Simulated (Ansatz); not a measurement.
# GePt: the cost of one run

Program: Ansatz 0.2.0. Level of theory: DFT LDA, scalar-relativistic, plane waves, PAW. These are calculated values, not measurements.

2 further runs of the same task are left out: 2 that didn't finish.

### Step 1. The starting structure

Symmetry: Pnma, No. 62, orthorhombic system. Conventional cell: a = 5.732 Å, b = 3.701 Å, c = 6.088 Å, α = 90.00°, β = 90.00°, γ = 90.00°. Ge (site symmetry m) is surrounded by 6 Pt at 2.50 to 2.63 Å. Pt (site symmetry m) has 6 Ge at 2.50 to 2.63 Å in its first shell of neighbours.

As a file:

```xyz
8
Lattice="5.7320 0.0000 0.0000 0.0000 3.7010 0.0000 0.0000 0.0000 6.0880" Properties=species:S:1:pos:R:3 pbc="T T T"
Ge    4.6143    2.7757    3.5919
Ge    1.1177    0.9253    2.4961
Ge    3.9837    0.9253    0.5479
Ge    1.7483    2.7757    5.5401
Pt    5.6747    2.7757    1.1872
Pt    0.0573    0.9253    4.9008
Pt    2.9233    0.9253    4.2312
Pt    2.8087    2.7757    1.8568
```

The structure comes from the Crystallography Open Database.

(A quick probe on a coarse mesh, which set the mesh and smearing, is not shown.)

### Step 3. The relaxation

The input, input.yaml:

```yaml
crystal:
  lattice:
    - [5.732, 0.0, 0.0]
    - [0.0, 3.701, 0.0]
    - [0.0, 0.0, 6.088]
  atoms:
    - { symbol: Ge, position: [0.805, 0.75, 0.59] }
    - { symbol: Ge, position: [0.195, 0.25, 0.41] }
    - { symbol: Ge, position: [0.695, 0.25, 0.09] }
    - { symbol: Ge, position: [0.305, 0.75, 0.91] }
    - { symbol: Pt, position: [0.99, 0.75, 0.195] }
    - { symbol: Pt, position: [0.01, 0.25, 0.805] }
    - { symbol: Pt, position: [0.51, 0.25, 0.695] }
    - { symbol: Pt, position: [0.49, 0.75, 0.305] }
basis:
  ecutwfc: 420
kpoints:
  mp_grid: { grid: [6, 10, 6] }
hamiltonian:
  xc: lda
scf:
  occupations: { method: gaussian, width: 0.1 }
output:
  forces: true
  stress: true
  eigenvalues: true
  write_density: true
  write_potential: true
  elf: true
  volumetric_format: npy
relax:
  adjacent_minimum: "off"
  f_tol: 0.005
  max_steps: 80
  cell: { stress_tol: 0.05 }
```

The run is started by

```
$ ansatz run input.yaml --threads 2 --pin off --max-ram 5120MiB --backend cpu --events-out ev --progress --plain --runs-dir out
```

What time and memory should one allow on 2 threads of AMD EPYC 7R43 (Zen 3), shared host?

About 5.3 min, with a peak of 0.96 GiB.
